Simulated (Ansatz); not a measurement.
# GeNO (doublet): trial inputs and their diagnosis at a displaced geometry (v2)

4 inputs are run for GeNO (doublet) as typed; the log has to tell whether the result can be used and what must change.

The runs use Ansatz 0.2.0, Gaussian basis; the settings change from run to run.

19 further runs of the same task are left out: 6 that didn't finish, 13 set aside as unsound or not needed. Runs told in other sessions of the task aren't counted.

## Step 1: The system

The geometry is a PBE0/def2-TZVP stationary point (not a proven minimum) with its atoms shifted at random (size 0.100 Å). No spin-orbit coupling is included. The filled d shell of Ge may be among the frozen orbitals whatever the setting's name suggests.

3 atoms, charge 0, spin multiplicity 2.

Atoms are counted from 1 here; the program's logs count them from 0.

Bond lengths: Ge1–N2 1.734 Å, N2–O3 1.200 Å. Angles: Ge1–N2–O3 170.7°.

## Step 2: Try 1

in.yaml

```yaml
crystal:
  periodic: [false, false, false]
  atoms:
    - {symbol: Ge, position_ang: [0.084376, 0.005225, 1.549598]}
    - {symbol: N, position_ang: [-0.080498, 0.013599, -0.176109]}
    - {symbol: O, position_ang: [-0.003878, -0.018825, -1.373489]}
basis:
  gaussian: {orbitals: 6-31G}
magnetization: {spin_polarized: false, initial_magnetization: 1}
correlation: {method: sc_nevpt2, electrons: outside_noble_gas, active_space: {window: {electrons: 5, orbitals: 3}}}
scf: {lower_state_search: light}
output: {forces: true}
```

Run with:

```
> ansatz run in.yaml --threads 1 --pin off --events-out ev --progress --plain --max-ram 2393MiB
```

Standard output:

```text
Functional definition: HF
  name "HF"
  cite "Fock, Z. Phys. 61, 126 (1930) doi:10.1007/BF01340294"
  parent pbe
  exchange = exact_x
  correlation = 0
465 factors; integrals over basis functions are off by at most 4.7e-4 eV
mean field evaluation 1: about -59976.3125 eV, gradient 2.2e1 eV
mean field evaluation 2: about -59976.4419 eV, gradient 2.2e1 eV
mean field evaluation 4: about -59978.0820 eV, gradient 2.6e0 eV
mean field evaluation 8: about -59978.2239 eV, gradient 1.4e0 eV
mean field evaluation 16: about -59978.3473 eV, gradient 2.9e-4 eV
mean field evaluation 32: about -59978.3390 eV, gradient 6.0e-5 eV
mean field evaluation 64: about -59978.3390 eV, gradient 5.8e-2 eV
mean field evaluation 96: about -59978.3075 eV, gradient 1.3e0 eV
mean field evaluation 128: about -59978.1806 eV, gradient 4.1e0 eV
mean field evaluation 160: about -59973.9606 eV, gradient 2.2e1 eV
mean field evaluation 192: about -59978.3408 eV, gradient 4.4e-1 eV
mean field evaluation 224: about -59978.3472 eV, gradient 1.1e-2 eV
mean field -59978.34726608 eV, -2204.1636072445 hartree, gradient 1.4e-6 eV, S^2 0.750000; 10 other end points of the search recorded, 0 dependent functions left out
reference -59978.34726608 eV, -2204.1636072445 hartree; 24, 23 occupied and 23, 24 virtual orbitals, 465 factors
state -59978.34726608 eV, -2204.1636072445 hartree
state -59978.34726608 eV, -2204.1636072445 hartree; corrected -59986.11339569 eV, -2204.4490072437 hartree
WARN: 2 active orbitals are nearly empty or full. The corrections depend on them more than the energy does, and are more stable in an active space without them
the calculation of the forces begins
Error: an active orbital is full or empty, and SC-NEVPT2 has no forces then: leave it out of the active space
```

Wall time 19 s (1 thread of Intel Xeon Platinum 8259CL at 2.50GHz, shared host).

**Diagnosis.** The run stopped with an error. It says: «an active orbital is full or empty, and SC-NEVPT2 has no forces then: leave it out of the active space». Cure: drop the forces, or choose an active space whose orbitals are all partly filled.

## Step 3: Try 2

in.yaml

```yaml
crystal:
  periodic: [false, false, false]
  atoms:
    - {symbol: Ge, position_ang: [0.084376, 0.005225, 1.549598]}
    - {symbol: N, position_ang: [-0.080498, 0.013599, -0.176109]}
    - {symbol: O, position_ang: [-0.003878, -0.018825, -1.373489]}
basis:
  gaussian: {orbitals: cc-pVDZ}
magnetization: {spin_polarized: false, initial_magnetization: 1}
correlation: {active_space: {window: {electrons: 3, orbitals: 2}, states: [{multiplicity: 2, weights: [1, 1, 0.5, 1]}]}}
```

The command is unchanged.

Standard output:

```text
Functional definition: HF
  name "HF"
  cite "Fock, Z. Phys. 61, 126 (1930) doi:10.1007/BF01340294"
  parent pbe
  exchange = exact_x
  correlation = 0
1014 factors; integrals over basis functions are off by at most 2.1e-7 eV
mean field evaluation 1: about -59986.4285 eV, gradient 2.3e1 eV
mean field evaluation 2: about -59986.5094 eV, gradient 2.3e1 eV
mean field evaluation 4: about -59988.2058 eV, gradient 2.9e0 eV
mean field evaluation 8: about -59988.2888 eV, gradient 1.0e0 eV
mean field evaluation 16: about -59988.3721 eV, gradient 2.1e-1 eV
mean field evaluation 32: about -59988.3564 eV, gradient 4.0e-2 eV
mean field evaluation 64: about -59988.3546 eV, gradient 6.5e-1 eV
mean field evaluation 96: about -59988.3714 eV, gradient 5.0e-2 eV
mean field evaluation 128: about -59988.3729 eV, gradient 1.3e-2 eV
mean field evaluation 160: about -59988.3565 eV, gradient 1.3e-2 eV
mean field -59988.37315139 eV, -2204.5320517339 hartree, gradient 3.2e-6 eV, S^2 0.750000; 10 other end points of the search recorded, 0 dependent functions left out
reference -59988.37315139 eV, -2204.5320517339 hartree; 24, 23 occupied and 31, 32 virtual orbitals, 1014 factors
Error: 4 states are sought, and the space of determinants holds 2 states of this symmetry and spin
```

It took 9.5 s on 1 thread of Intel Xeon Platinum 8259CL at 2.50GHz, shared host.

**Diagnosis.** The run stopped with an error. It says: «4 states are sought, and the space of determinants holds 2 states of this symmetry and spin». Cure: ask for fewer states or enlarge the space.

## Step 4: Try 3

in.yaml

```yaml
crystal:
  periodic: [false, false, false]
  atoms:
    - {symbol: Ge, position_ang: [-0.080498, 0.013599, -0.126109]}
    - {symbol: N, position_ang: [-0.080498, 0.013599, -0.176109]}
    - {symbol: O, position_ang: [-0.003878, -0.018825, -1.373489]}
basis:
  gaussian: {orbitals: def2-SVP, fitting: {mean_field: def2-universal-jkfit}}
magnetization: {spin_polarized: true, initial_magnetization: 1}
hamiltonian: {xc: hf}
output: {orbitals: {seedname: orbitals}}
```

Same command.

Standard output:

```text
Functional definition: HF
  name "HF"
  cite "Fock, Z. Phys. 61, 126 (1930) doi:10.1007/BF01340294"
  parent pbe
  exchange = exact_x
  correlation = 0
420 factors; integrals over basis functions are off by at most 9.0e-2 eV
mean field evaluation 1: about -15621.2046 eV, gradient 9.7e1 eV
mean field evaluation 2: about -15629.5170 eV, gradient 2.8e1 eV
mean field evaluation 4: about -15631.7881 eV, gradient 1.7e0 eV
mean field evaluation 8: about -15631.7992 eV, gradient 8.9e-6 eV
mean field evaluation 16: about -15631.7929 eV, gradient 2.5e-1 eV
mean field evaluation 32: about -15631.7802 eV, gradient 3.8e-1 eV
mean field evaluation 64: about -15631.6576 eV, gradient 6.5e-1 eV
mean field evaluation 96: about -15630.7684 eV, gradient 1.6e0 eV
mean field -15631.79920479 eV, -574.4580251619 hartree, gradient 8.9e-6 eV, S^2 0.750508; 3 other end points of the search recorded, 0 dependent functions left out
reference -15631.79920479 eV, -574.4580251619 hartree; 24, 23 occupied and 36, 37 virtual orbitals, 420 factors
Total energy: -15631.79920479 eV, -574.4580251619 hartree
```

Run time: 3.8 s. Hardware: 1 thread of Intel Xeon Platinum 8259CL at 2.50GHz, shared host.

What is wrong: The run converged, which proves nothing about the input. One atom lies on top of another. The shortest distance is 0.05 Å, against 1.20 Å in the geometry of step 1. Its energy belongs to another geometry. To mend it, restore its position.

## Step 5: Try 4

in.yaml

```yaml
crystal:
  periodic: [false, false, false]
  atoms:
    - {symbol: Ge, position_ang: [0.084376, 0.005225, 1.549598]}
    - {symbol: N, position_ang: [-0.080498, 0.013599, -0.176109]}
    - {symbol: O, position_ang: [-0.003878, -0.018825, -1.373489]}
basis:
  gaussian: {orbitals: STO-3G}
magnetization: {spin_polarized: false, initial_magnetization: 1}
correlation: {method: sc_nevpt2, electrons: outside_noble_gas}
accuracy: high
```

Launched as before.

Standard output:

```text
Error: this correlation method needs an active space: name one as the reference
```

Run time: 0.03 s. Hardware: 1 thread of Intel Xeon Platinum 8259CL at 2.50GHz, shared host.

**Diagnosis.** The run was refused. This method needs an active space and has none. Cure: add an active_space block.

## Step 6: Summary

```tsv
try	level	ended	cause	time
1	NEVPT2(5,3)/6-31G	stopped by an error	an active orbital is full or empty, and SC-NEVPT2 has no forces then: leave it out of the active space	19 s
2	CASSCF(3,2)/cc-pVDZ	stopped by an error	4 states are sought, and the space of determinants holds 2 states of this symmetry and spin	9.5 s
3	HF (UHF)/def2-SVP	converged	one atom lies on top of another	3.8 s
4	'sc_nevpt2'/STO-3G	refused	this method needs an active space and has none	0.03 s
```

2 stopped by an error, 1 converged, 1 refused. The input that converges on a wrong geometry or spin is the dangerous one: no error points at it, so geometry and ⟨S²⟩ have to be checked.
